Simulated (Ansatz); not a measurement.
Here is an Ansatz input file for Pt, space group Im-3m. Write the same calculation for the Python package.

```yaml
crystal:
  lattice:
    - [-1.58422, 1.58422, 1.58422]
    - [1.58422, -1.58422, 1.58422]
    - [1.58422, 1.58422, -1.58422]
  atoms:
    - { symbol: Pt, position: [0.0, 0.0, 0.0] }
kpoints:
  mp_grid: { grid: [15, 15, 15] }
  band_path:
    path:
      - [0.0, 0.0, 0.0]
      - [0.5, -0.5, 0.5]
      - [0.0, 0.0, 0.5]
      - [0.0, 0.0, 0.0]
      - [0.25, 0.25, 0.25]
    npoints: 4
hamiltonian:
  xc: pbesol
  pseudopotentials: { kind: paw }
scf:
  n_extra_bands: 8
  occupations: { method: fermi_dirac }
```

On the command line:
```console
$ ansatz run input.yaml --threads 1 --pin off --max-ram 3072MiB --backend cpu --events-out ev --progress --plain --runs-dir out
scf.n_extra_bands = 8 over 9 filled bands (N_el = 18.0): the run solves 17 bands
Engine: ansatz 0.2.0, aarch64-unknown-linux-gnu
Pseudopotentials: kind: paw
Pseudopotential: Pt, paw, valence charge 18, recommended cutoff 420 eV (normal), Pt.paw.azcp
Functional definition: PBEsol
  exchange = pbesol_x
  correlation = pbesol_c
Crystal: 1 atoms, lattice volume = 15.904 Å³
Basis set: ecut = 420 eV, 321 PW (Γ)
Bands: 17, of which v1, the nominal top of the filled ones, is band 9 counted from 1 (8 counted from 0)
Symmetry: 48 space group operations
Space group: Im-3m (ITA 229), of the structure as read, at distance tolerance 2.5e-5 Å
k-points: 120 of 3375
Non-local potential: Pt, projectors of the file, l = 0: 3, l = 1: 2, l = 2: 2, l = 3: 1
PAW form: soft (Blöchl's): semilocal exchange-correlation on the pseudo side does not see the compensation charge
PAW frozen core: Pt, regenerated for the run's functional, and the local potential with it (the file was generated under x = pbe(κ = 0.804, μ = 0.2195149727645171), c = pbe(β = 0.06672455060314922))
PAW one-centre angular grid: Pt, 590 points (default); XC on 64 Gauss nodes
Initial density: superposition of atomic densities (neutral atoms: chi_scale 0, normalization atom), corrected by the library's trained network
Initial wavefunctions: pseudopotential atomic-orbital guess
Functional: x = pbesol(κ = 0.804, μ = 0.12345679012345678), c = pbesol(β = 0.046)
SCF iter   1: F=—  HF=-12383.705745 eV  |F-HF|=—  |Δ(HF+E_count)|=         —  Δρ=4.96e-3  dr2=2.54e-3  ethr=1.77e-3  ⟨swp⟩=5.0  Hψ=10453  notcnv=0  defer=5
preconditioner: auto → none  [metal: Δε(μ)=0.042 eV  Ē_g=20.917 eV  σ=0.100 eV  W_gap=0.10  n_scr=0 (ndim 8)  ℏωp=29.4 eV  f_vac=0.000  D(μ)=0.82/eV (n_scr^D=12)]
SCF iter   2: F=—  HF=-12383.704702 eV  |F-HF|=—  |Δ(HF+E_count)|=   1.04e-3  Δρ=1.82e-3  dr2=1.21e-4  ethr=1.41e-5  ⟨swp⟩=2.4  Hψ=3844  notcnv=0  defer=21
SCF iter   3: F=—  HF=-12383.704749 eV  |F-HF|=—  |Δ(HF+E_count)|=   4.67e-5  Δρ=8.93e-4  dr2=2.76e-5  ethr=6.70e-7  ⟨swp⟩=2.0  Hψ=2849  notcnv=0  defer=21
SCF iter   4: F=—  HF=-12383.704765 eV  |F-HF|=—  |Δ(HF+E_count)|=   1.58e-5  Δρ=1.81e-4  dr2=1.05e-6  ethr=1.54e-7  ⟨swp⟩=1.5  Hψ=2015  notcnv=0  defer=21
iter 5 did not close the SCF: its close was put off for the readings that it lacked (scf_convergence_deferred on its scf_iter line)
SCF iter   5: F=-12383.704766 eV  HF=-12383.704766 eV  |F-HF|=5.73e-9  |Δ(HF+E_count)|=   1.11e-6  Δρ=2.75e-5  dr2=4.87e-8  ethr=5.84e-9  ⟨swp⟩=2.3  Hψ=2854  notcnv=0  defer=21
SCF iter   6: F=-12383.704766 eV  HF=-12383.704766 eV  |F-HF|=4.29e-10  |Δ(HF+E_count)|=   5.48e-9  Δρ=2.66e-6  dr2=8.03e-10  ethr=2.71e-10  ⟨swp⟩=4.2  Hψ=6823  notcnv=0
SCF 1 converged in 6 iterations: F = -12383.704766 eV  dr2 = 8.03e-10
  greatest PAW one-centre occupation: 1.000 electrons in one spin orbital (limit 2), on the Pt atom at site 0 (counted from 0), in its partial waves of l = 0
NSCF: frozen V_eff on 17 k-points
SCF converged after 6 iterations
Free energy (F): -12383.704766 eV
Harris-Foulkes:  -12383.704766 eV  (|F-HF|=4.29e-10)
Internal energy: -12383.675470 eV  (E = F + TS)
E sigma→0 (E₀):  -12383.690118 eV
Entropy (-TS):   -0.029295 eV (-29.295 meV/atom)
Fermi energy:    21.438560 eV
--- Per-component energies (eV) ---
  E_band       = -155.535965
  E_kinetic    = 636.646915
  E_local      = -1534.066238  (includes V_loc(G=0)·N_el)
  E_nonlocal   = 203.246958
  E_hartree    = 565.577438
  E_xc         = -259.665355
  E_vxc        = -301.511539  (∫ρ·V_xc dr)
  E_paw        = -9316.341287  (= ΣΔE_a)
  E_vpaw       = -291.008265  (= ΣTr[D̂ρ^β])
  E_aug_tail   = 0.000186  (compensation charges beyond the density's cutoff)
  E_ewald      = -2679.361068
  E_core_change = 0.286981  (= ΣΔE_core)
  E_smearing   = -0.029295  (= −TS)
  E_closure    = 0.000000  (closes the sum)
  Σ components = -12383.704766   (vs F -12383.704766, Δ=0.00e0)
--- Band table (eV; the first three rows and the last of 120) ---
  k-point 0: bands = ["-76.6895", "-30.6682", "-30.6682", "-30.6682", "11.9129", "17.9572", "17.9572", "17.9572", "20.4503", "20.4503", "38.4310", "38.4310", "38.4310", "48.2579", "48.2579", "48.6986", "48.6986"]
  k-point 1: bands = ["-76.6883", "-30.6859", "-30.6744", "-30.6681", "12.0934", "17.8869", "17.9572", "18.1012", "20.3595", "20.4552", "38.5119", "38.5673", "38.6916", "46.0701", "46.6097", "48.1836", "49.4590"]
  k-point 2: bands = ["-76.6848", "-30.7358", "-30.6920", "-30.6678", "12.6124", "17.6936", "17.9437", "18.5237", "20.1631", "20.4729", "38.5729", "38.6251", "39.4464", "44.3697", "44.5009", "46.6949", "49.9870"]
  k-point 119: bands = ["-76.6386", "-30.9671", "-30.9646", "-30.9646", "15.4324", "15.4493", "21.7851", "21.7851", "21.8906", "28.4449", "29.2791", "29.2791", "34.5518", "40.2325", "40.2922", "46.8644", "57.2410"]
```

The script, `bands_pt.py`:
```python
from collections import Counter
import json

import ansatz as az
import numpy as np
from pymatgen.core import Lattice, Structure
from pymatgen.io.ase import AseAtomsAdaptor

pmg_structure = Structure(
    Lattice([(-1.58422, 1.58422, 1.58422), (1.58422, -1.58422, 1.58422), (1.58422, 1.58422, -1.58422)]),
    ['Pt'],
    [
        (0.0, 0.0, 0.0),
    ],
)
pt = az.Crystal.from_ase(AseAtomsAdaptor.get_atoms(pmg_structure))

path = [
    ('G', (0.0, 0.0, 0.0)),
    ('H', (0.5, -0.5, 0.5)),
    ('N', (0.0, 0.0, 0.5)),
    ('G', (0.0, 0.0, 0.0)),
    ('P', (0.25, 0.25, 0.25)),
]
model = (
    pt.calculation()
    .functional('PBEsol')
    .kpoints(15)
    .occupations('fermi_dirac')
    .pseudopotentials('paw')
    .band_structure([point for _, point in path], intervals=4)
    .scf(extra_bands=8)
)
outcome = model.run(events_out='events.ndjson')
data = outcome.report
with open('events.ndjson') as stream:
    kinds = Counter(json.loads(line)['event'] for line in stream)
print('events:', {kind: kinds[kind] for kind in ('scf_iter', 'scf_done', 'notice', 'finished')})

for key in ('converged', 'n_iterations', 'n_electrons', 'n_kpoints', 'n_pw', 'n_symmetry_ops', 'free_energy_ev', 'fermi_energy_ev'):
    print(f'{key:18s} {data[key]}')

bands = outcome.band_structure()
fermi = bands.fermi_energy_ev
print(f'zero of the bands: {fermi:.3f} eV, the Fermi level found on the SCF mesh')
for spin, channel in enumerate(bands.channels):
    levels = channel.eigenvalues_ev - fermi
    crossing = [b for b in range(levels.shape[1]) if levels[:, b].min() < 0 < levels[:, b].max()]
    print(f'channel {spin}: bands that cross the Fermi level on this path:', [b + 1 for b in crossing] or 'none')
    shown = crossing or sorted(np.argsort(np.abs(levels).min(axis=0))[:2])
    for k, row in zip(bands.kpoints_frac, levels[:, shown]):
        print(f'{k[0]:7.3f} {k[1]:7.3f} {k[2]:7.3f}  ', ' '.join(f'{e:8.3f}' for e in row))
```

Output of `python bands_pt.py`:
```text
DeckWarning: basis.ecutwfc = 420 eV, auto-derived from the records' recommended cutoffs: set by Pt (normal level)
events: {'scf_iter': 6, 'scf_done': 1, 'notice': 2, 'finished': 1}
converged          True
n_iterations       6
n_electrons        18.0
n_kpoints          120
n_pw               321
n_symmetry_ops     48
free_energy_ev     -12383.704765723629
fermi_energy_ev    21.438560029119248
zero of the bands: 21.439 eV, the Fermi level found on the SCF mesh
channel 0: bands that cross the Fermi level on this path: [7, 8, 9, 10]
  0.000   0.000   0.000     -3.481   -3.481   -0.988   -0.988
  0.125  -0.125   0.125     -3.415   -2.993   -1.930   -0.658
  0.250  -0.250   0.250     -2.760   -2.760   -1.702    0.016
  0.375  -0.375   0.375     -1.041   -1.041   -0.200    3.310
  0.500  -0.500   0.500      0.507    0.507    0.507    7.573
  0.375  -0.375   0.500     -0.777   -0.526    0.581    6.624
  0.250  -0.250   0.500     -2.856   -2.057    0.762    5.090
  0.125  -0.125   0.500     -2.669   -1.735    0.949    2.506
  0.000   0.000   0.500     -1.176   -0.668    0.192    1.028
  0.000   0.000   0.375     -2.019   -1.105   -0.745    0.120
  0.000   0.000   0.250     -3.444   -1.613   -1.418   -0.885
  0.000   0.000   0.125     -3.492   -2.982   -1.251   -0.969
  0.000   0.000   0.000     -3.481   -3.481   -0.988   -0.988
  0.062   0.062   0.062     -3.746   -2.584   -1.128   -1.128
  0.125   0.125   0.125     -4.376   -1.031   -1.031    0.090
  0.187   0.187   0.187     -4.325   -0.736   -0.736    3.852
  0.250   0.250   0.250     -4.282   -0.601   -0.601    4.667
```
(Warnings from the package without file and line.)

Notes:
- Total energies depend on the potentials; only differences at equal settings carry meaning. A total without «per atom» is that of the cell as typed.
- No spin polarisation was allowed.
- The zero of the levels is a convention of the potentials, so an absolute Fermi energy is no work function.
- Spin-orbit coupling, which matters for elements this heavy, is left out.
- This isn't the structure that Pt takes at ambient conditions.
- Levels are Kohn-Sham eigenvalues on this mesh, without spin-orbit coupling.
- Finished in 2.6 s on 1 thread of Arm Neoverse V2 (shared host), peak memory 0.39 GiB.

(Lines on the test bed's own set-up are left out of the output.)
